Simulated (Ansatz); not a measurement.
# C2HAlF2: small, medium and large basis sets

How large a basis does C2HAlF2 need? Two functionals are run in growing sets.

Method: one geometry, several basis sets; program: Ansatz 0.2.0, Gaussian basis.

Levels to be run: PBE0-D4/def2-SVP; ωB97M-V/def2-SVP; PBE0-D4/def2-QZVPP; ωB97M-V/def2-QZVPP; the functionals' def2-TZVPP values are taken from earlier runs.

**1. Structure used throughout**

An earlier PBE0-D4 in a triple-zeta def2 set relaxation fixed the geometry.

SMILES `C#[C][Al]([F])[F]`, 6 atoms, charge 0, spin multiplicity 1.

Atoms are counted from 1 here; the program's logs count them from 0.

Bond lengths: C1–C2 1.208 Å, C1–H6 1.067 Å, C2–Al3 1.877 Å, Al3–F4 1.635 Å, Al3–F5 1.635 Å. Angles: C2–C1–H6 180.0°, C1–C2–Al3 180.0°, C2–Al3–F4 121.0°, C2–Al3–F5 121.0°, F4–Al3–F5 117.9°.

**2. PBE0-D4 in def2-SVP**

File in.yaml:

```yaml
crystal:
  periodic: [false, false, false]
  atoms:
    - {symbol: C, position_ang: [-1.009608, 0.675570, 1.373006]}
    - {symbol: C, position_ang: [-0.344379, 0.226603, 0.469958]}
    - {symbol: Al, position_ang: [0.688485, -0.470634, -0.933109]}
    - {symbol: F, position_ang: [0.677806, -2.069634, -1.273779]}
    - {symbol: F, position_ang: [1.626944, 0.502005, -1.853019]}
    - {symbol: H, position_ang: [-1.597149, 1.072090, 2.170542]}
basis:
  gaussian: {orbitals: def2-SVP}
hamiltonian: {xc: pbe0, dispersion: d4}
output: {orbitals: {seedname: orbitals}}
```

After this run come: ωB97M-V in def2-SVP; PBE0-D4 in def2-QZVPP; ωB97M-V in def2-QZVPP.

Before running them: what should the planned runs give, taken together? Wanted: PBE0-D4: double and triple zeta above quadruple; ωB97M-V: double and triple zeta above quadruple.

As calculated:

```
                                       quantity           value
PBE0-D4: double and triple zeta above quadruple  12.35, 0.65 eV
ωB97M-V: double and triple zeta above quadruple  12.49, 0.60 eV
```

For PBE0-D4 the step from double to triple zeta gains 11.69 eV and the next only 0.65 eV. These are total energies; as a rule much of such shifts cancels in differences, which this series doesn't test.
